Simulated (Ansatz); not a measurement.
# F₂H₂OSi + NH₃: a complex and its separated parts

The complex below is one end of an elementary step. How strongly is it bound against its free parts?

Method: PBE0-D4/def2-TZVP structures, single points in def2-TZVPP, no counterpoise correction; program: Ansatz 0.2.0, Gaussian basis.

Levels: SPW92, PBE-D4, BLYP-D4, r2SCAN-D4, B97M-V, PBE0-D4, B3LYP-D4, r2SCAN0-D4, BHLYP-D4, CAM-B3LYP-D4, wB97X-V, wB97M-V, B2PLYP, PBE-QIDH, RPA on PBE, Hartree-Fock, MP2, CCSD, CCSD(T).

Cores are frozen in the correlated methods. B3LYP uses VWN-RPA correlation. B2PLYP carries no dispersion term here.

94 further runs of the same task are left out: 94 set aside as unsound or not needed.

## (1) The starting structure

The complex: 10 atoms, charge 0, spin multiplicity 1.

Atoms are counted from 1 here; the program's logs count them from 0.

Bond lengths: Si1–O2 1.653 Å, Si1–F3 1.609 Å, Si1–F4 1.629 Å, Si1–H5 1.477 Å, O2–H8 0.960 Å, H6–N7 1.014 Å, N7–H9 1.014 Å, N7–H10 1.014 Å. Angles: O2–Si1–F3 117.4°, O2–Si1–F4 97.9°, O2–Si1–H5 121.5°, F3–Si1–F4 97.3°, F3–Si1–H5 115.9°, F4–Si1–H5 97.6°, Si1–O2–H8 111.4°, H6–N7–H9 108.0°, H6–N7–H10 109.1°, H9–N7–H10 108.6°.

Geometry (Å):

```mol
F2H5NOSi
  3D, bonds by distance, orders not assigned

 10  8  0  0  0  0  0  0  0  0999 V2000
    0.6731    0.3789    0.3128 Si  0  0
    0.6406   -1.2623    0.5096 O   0  0
   -0.2853    1.2581    1.2593 F   0  0
    2.0687    0.6714    1.1014 F   0  0
    1.0449    0.9936   -0.9783 H   0  0
   -0.9942   -0.6640   -1.4769 H   0  0
   -1.1580   -0.0537   -0.6843 N   0  0
    1.4060   -1.5724    0.9992 H   0  0
   -1.7724   -0.5373   -0.0379 H   0  0
   -1.6234    0.7877   -1.0048 H   0  0
  1  2  8  0
  1  3  8  0
  1  4  8  0
  1  5  8  0
  2  8  8  0
  6  7  8  0
  7  9  8  0
  7 10  8  0
M  END
```

Its parts: F₂H₂OSi holds atoms 1, 2, 3, 4, 5, 8; NH₃ holds atoms 6, 7, 9, 10. Each part counts its atoms afresh in its own runs.

## (2) Relaxing F₂H₂OSi alone

relax-a/in.yaml reads:

```yaml
crystal:
  periodic: [false, false, false]
  atoms:
    - {symbol: Si, position_ang: [0.673127, 0.378880, 0.312794]}
    - {symbol: O, position_ang: [0.640564, -1.262322, 0.509610]}
    - {symbol: F, position_ang: [-0.285300, 1.258093, 1.259255]}
    - {symbol: F, position_ang: [2.068719, 0.671375, 1.101363]}
    - {symbol: H, position_ang: [1.044895, 0.993582, -0.978294]}
    - {symbol: H, position_ang: [1.405972, -1.572400, 0.999195]}
basis:
  gaussian: {orbitals: def2-TZVP}
hamiltonian: {xc: pbe0, dispersion: d4}
relax: {f_tol: 0.005, max_steps: 200}
```

Started as:

```
> ansatz run in.yaml --threads 4 --pin off --events-out ev --progress --plain --max-ram 9574MiB
```

After this run come: Relaxing NH₃ alone; SPW92/def2-TZVPP; PBE-D4/def2-TZVPP; BLYP-D4/def2-TZVPP; r2SCAN-D4/def2-TZVPP; B97M-V/def2-TZVPP; PBE0-D4/def2-TZVPP; B3LYP-D4/def2-TZVPP; r2SCAN0-D4/def2-TZVPP; BHLYP-D4/def2-TZVPP; CAM-B3LYP-D4/def2-TZVPP; wB97X-V/def2-TZVPP; wB97M-V/def2-TZVPP; B2PLYP/def2-TZVPP; PBE-QIDH/def2-TZVPP; RPA on PBE/def2-TZVPP; CCSD(T)/def2-TZVPP; Vibrations of F₂H₂OSi; Vibrations of NH₃.

What does the calculation give? Wanted: complex less parts, CCSD(T)/def2-TZVPP; with zero-point energy; largest T1 diagnostic.

**Answer**, as computed:

| quantity | value |
| --- | --- |
| complex less parts, CCSD(T)/def2-TZVPP | -30.7 kJ/mol |
| with zero-point energy | -15.8 kJ/mol |
| largest T1 diagnostic | 0.011 |

What this shows: At CCSD(T) the complex lies 30.7 kJ/mol below its parts. The functionals run from CAM-B3LYP-D4, off by -1.4 kJ/mol, to SPW92, off by -37.0 kJ/mol, against CCSD(T). Mean unsigned error by rung: LDA 37.0, GGA 6.5, meta-GGA 5.7, hybrid 5.2, range-separated hybrid 3.8, double hybrid 6.3 kJ/mol. PBE-D4 gives a relative energy 6.6 kJ/mol too low, outside chemical accuracy (1 kcal/mol, 4.2 kJ/mol). No counterpoise was applied, and triple zeta lacks some correlation, so the CCSD(T) reference has a basis error of its own, and close matches with it are partly luck.
